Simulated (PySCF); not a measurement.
# Si2H2Cl2F2 (SMILES F[Si](F)(Cl)[SiH2]Cl): levels of theory compared

We compute a comparison of 5 runs (PBE/6-31G, B3LYP/6-31G*, PBE/def2-SVP, CCSD/6-31G*) of Si2H2Cl2F2. 

The calculation is run with PySCF 2.14.0.

**1. The structure to begin with**

Si2H2Cl2F2 has 8 atoms, charge 0, and is taken as a singlet. SMILES: `F[Si](F)(Cl)[SiH2]Cl`. The shape is that of a PBE0-D4/def2-TZVP optimisation. This is one conformer, not always the lowest.

Bond lengths: F1–Si2 1.583 Å, Si2–F3 1.585 Å, Si2–Cl4 2.028 Å, Si2–Si5 2.336 Å, Si5–Cl6 2.051 Å, Si5–H7 1.482 Å, Si5–H8 1.482 Å. Some angles: F1–Si2–F3 106.8°, F1–Si2–Cl4 108.2°, F1–Si2–Si5 111.2°, F3–Si2–Cl4 108.3°, F3–Si2–Si5 110.5°, Cl4–Si2–Si5 111.7°, Si2–Si5–Cl6 107.3°, Si2–Si5–H7 110.8°, Si2–Si5–H8 109.8°, Cl6–Si5–H7 109.2°.

**2. Energy and forces at PBE/6-31G (run 1)**

Input file calc.py:

```python
# F[Si](F)(Cl)[SiH2]Cl
import pyscf.grad
from pyscf import gto, dft

mol = gto.M(
    atom='''
F     -1.960402     1.029901    -3.640935
Si    -1.074120    -0.976233    -1.607401
F      0.415362    -3.109733    -3.089702
Cl    -4.195948    -2.555099    -0.043275
Si     1.516505     0.885526     1.445074
Cl    -0.620964     3.520182     3.320249
H      3.706698     2.156744     0.248877
H      2.387102    -1.059191     3.261667
''',
    max_memory=1860,
    verbose=3,
    unit='bohr',
    spin=0,
    basis='6-31g',
)

ks = dft.RKS(mol)
ks.xc = 'pbe'
ks.conv_tol = 1e-10
ks.grids.level = 5
ks.kernel()
if not ks.converged:
    ks = ks.newton().run(ks.mo_coeff, ks.mo_occ)

energy = ks.e_tot
print(f'total energy: {energy:.8f} hartree')
grad = ks.Gradients().kernel()
dip = ks.dip_moment()
pop, q = ks.mulliken_pop()
```

The run is started by

```bash
OMP_NUM_THREADS=1 python calc.py
```

The log of the run:

```text
converged SCF energy = -1699.35804882591
total energy: -1699.35804883 hartree
[... 8 lines left out ...]
Dipole moment(X, Y, Z, Debye):  2.38703, -0.27212,  0.81369
[... 83 lines left out ...]
charge of    7H =     -0.02430
```

It took 93 s on 1 thread of Intel Xeon at 2.50GHz (Skylake/Cascade Lake), shared host; peak memory 0.73 GiB.

**3. Energy and forces at B3LYP/6-31G(d) (spherical functions) (run 2)**

Input file input.py:

```python
import pyscf.grad
from pyscf import gto, dft

mol = gto.M(
    atom='''
F       -1.037400       0.545000      -1.926700
Si      -0.568400      -0.516600      -0.850600
F        0.219800      -1.645600      -1.635000
Cl      -2.220400      -1.352100      -0.022900
Si       0.802500       0.468600       0.764700
Cl      -0.328600       1.862800       1.757000
H        1.961500       1.141300       0.131700
H        1.263200      -0.560500       1.726000
''',
    verbose=4,
    max_memory=1860,
    charge=0,
    basis='6-31g*',
)

myscf = dft.RKS(mol, xc='b3lyp')
myscf.grids.level = 5
myscf.conv_tol = 1e-10
myscf.kernel()
if not myscf.converged:
    myscf = myscf.newton().run(myscf.mo_coeff, myscf.mo_occ)

etot = myscf.e_tot
print('Final energy', etot)
grad = myscf.Gradients().kernel()
myscf.analyze()
```

The run is started by

```bash
OMP_NUM_THREADS=1 python input.py
```

The log of the run:

```text
PySCF version 2.14.0

[... 107 lines left out ...]
MO #9   energy= -7.23721054373866  occ= 2
[... 18 lines left out ...]
MO #28  energy= -0.55779427865232  occ= 2
[... 18 lines left out ...]
MO #47  energy= 0.09089139139886   occ= 0
[... 18 lines left out ...]
MO #66  energy= 0.56612061656346   occ= 0
[... 18 lines left out ...]
MO #85  energy= 1.2303109552378    occ= 0
[... 18 lines left out ...]
MO #104 energy= 2.9175512417311    occ= 0
[... 115 lines left out ...]
Dipole moment(X, Y, Z, Debye):  1.77391, -0.24553,  0.42935
```

Run time: 1.9 min. Hardware: 1 thread of Intel Xeon at 2.50GHz (Skylake/Cascade Lake), shared host; peak memory 1 GiB.

**4. Energy and forces at B3LYP/6-31G(d) (Cartesian functions) (run 3)**

Input file job.py:

```python
# F[Si](F)(Cl)[SiH2]Cl
from pyscf import gto, dft

mol = gto.Mole()
mol.atom = [
    ('F', (-1.037400, 0.545000, -1.926700)),
    ('Si', (-0.568400, -0.516600, -0.850600)),
    ('F', (0.219800, -1.645600, -1.635000)),
    ('Cl', (-2.220400, -1.352100, -0.022900)),
    ('Si', (0.802500, 0.468600, 0.764700)),
    ('Cl', (-0.328600, 1.862800, 1.757000)),
    ('H', (1.961500, 1.141300, 0.131700)),
    ('H', (1.263200, -0.560500, 1.726000)),
]
mol.max_memory = 1860
mol.basis = '6-31g*'
mol.cart = True
mol.charge = 0
mol.verbose = 4
mol.build()

mf = dft.RKS(mol, xc='b3lyp')
mf.grids.level = 5
mf.conv_tol = 1e-10
mf.kernel()
if not mf.converged:
    mf = mf.newton().run(mf.mo_coeff, mf.mo_occ)

etot = mf.e_tot
print('E = %.10f Eh' % etot)
grad = mf.nuc_grad_method().kernel()
mf.analyze()
```

The run is started by

```bash
OMP_NUM_THREADS=1 python job.py
```

The log of the run:

```text
PySCF version 2.14.0

[... 111 lines left out ...]
MO #10  energy= -7.23616393716416  occ= 2
[... 19 lines left out ...]
MO #30  energy= -0.493762170068764 occ= 2
[... 19 lines left out ...]
MO #50  energy= 0.196738639473947  occ= 0
[... 19 lines left out ...]
MO #70  energy= 0.667116124522869  occ= 0
[... 19 lines left out ...]
MO #90  energy= 1.34948623688992   occ= 0
[... 19 lines left out ...]
MO #110 energy= 4.44949631733358   occ= 0
[... 121 lines left out ...]
Dipole moment(X, Y, Z, Debye):  1.76344, -0.24689,  0.43809
```

Run time: 2.1 min. Hardware: 1 thread of Intel Xeon at 2.50GHz (Skylake/Cascade Lake), shared host; peak memory 1.1 GiB.

Run 4 isn't shown in full; the table further down has it.

**5. The energy at CCSD/6-31G(d) (spherical functions) (run 5)**

Input file run.py:

```python
# F[Si](F)(Cl)[SiH2]Cl
from pyscf import gto, scf, cc

mol = gto.M(
    atom='''
F     -1.037400     0.545000    -1.926700
Si    -0.568400    -0.516600    -0.850600
F      0.219800    -1.645600    -1.635000
Cl    -2.220400    -1.352100    -0.022900
Si     0.802500     0.468600     0.764700
Cl    -0.328600     1.862800     1.757000
H      1.961500     1.141300     0.131700
H      1.263200    -0.560500     1.726000
''',
    verbose=4,
    max_memory=1860,
    basis='6-31g*',
    charge=0,
)

hf = scf.RHF(mol)
hf.conv_tol = 1e-10
hf.kernel()
if not hf.converged:
    hf = hf.newton().run(hf.mo_coeff, hf.mo_occ)

mycc = cc.CCSD(hf, frozen=22)
mycc.kernel()
etot = mycc.e_tot
print('Final energy', etot)
dip = hf.dip_moment()
pop, q = hf.mulliken_pop()
```

The run is started by

```bash
OMP_NUM_THREADS=1 python run.py
```

The log of the run:

```text
PySCF version 2.14.0

[... 64 lines left out ...]
converged SCF energy = -1697.06741535481
[... 12 lines left out ...]
Init t2, MP2 energy = -1697.81595010261  E_corr(MP2) -0.748534747800042
[... 12 lines left out ...]
CCSD converged
[... 1 line left out ...]
Final energy -1697.860553676989
Dipole moment(X, Y, Z, Debye):  2.08009, -0.31692,  0.48882
[... 113 lines left out ...]
charge of    7H =     -0.10294
```

Run time: 68 s. Hardware: 1 thread of Intel Xeon at 2.50GHz (Skylake/Cascade Lake), shared host; peak memory 0.6 GiB.

**6. The series**

```
run                               level  Cartesian functions      task   energy (Eh)  dipole moment (D) of the reference  HOMO energy (eV)  LUMO energy (eV)  wall time
  1                           PBE/6-31G                   no  gradient  -1699.358049                                2.54             -7.80             -2.23       93 s
  2  B3LYP/6-31G* (spherical functions)                   no  gradient  -1700.475263                                1.84             -8.54             -1.23    1.9 min
  3  B3LYP/6-31G* (Cartesian functions)                  yes  gradient  -1700.487874                                1.83             -8.54             -1.23    2.1 min
  4                        PBE/def2-SVP                   no  gradient  -1698.990815                                1.35             -7.33             -1.71    1.9 min
  5   CCSD/6-31G* (spherical functions)                   no    energy  -1697.860554                                2.16            -11.90              2.14       68 s
```

**7. What came out**

```
                                           quantity           value
                                run 5: total energy  -1697.86055 Eh
        run 5: dipole moment (Hartree–Fock density)          2.16 D
         run 5: HOMO energy (Hartree–Fock orbitals)       -11.90 eV
         run 5: LUMO energy (Hartree–Fock orbitals)         2.14 eV
       run 5: HOMO–LUMO gap (Hartree–Fock orbitals)        14.05 eV
run 5: correlation energy (22 core orbitals frozen)      -793.1 mEh
                               run 5: T1 diagnostic           0.012
```

What this shows: Over runs 1, 2, 3, 4 the dipole moment (its size) runs from 1.35 D (PBE/def2-SVP) to 2.54 D (PBE/6-31G). Over runs 1, 2, 3, 4 the HOMO–LUMO gap runs from 5.57 eV (PBE/6-31G) to 7.31 eV (B3LYP/6-31G*). The two ends differ in method and basis. Totals of different functionals can't be ranked against each other. All runs together took 8.6 min, the longest 2.1 min.
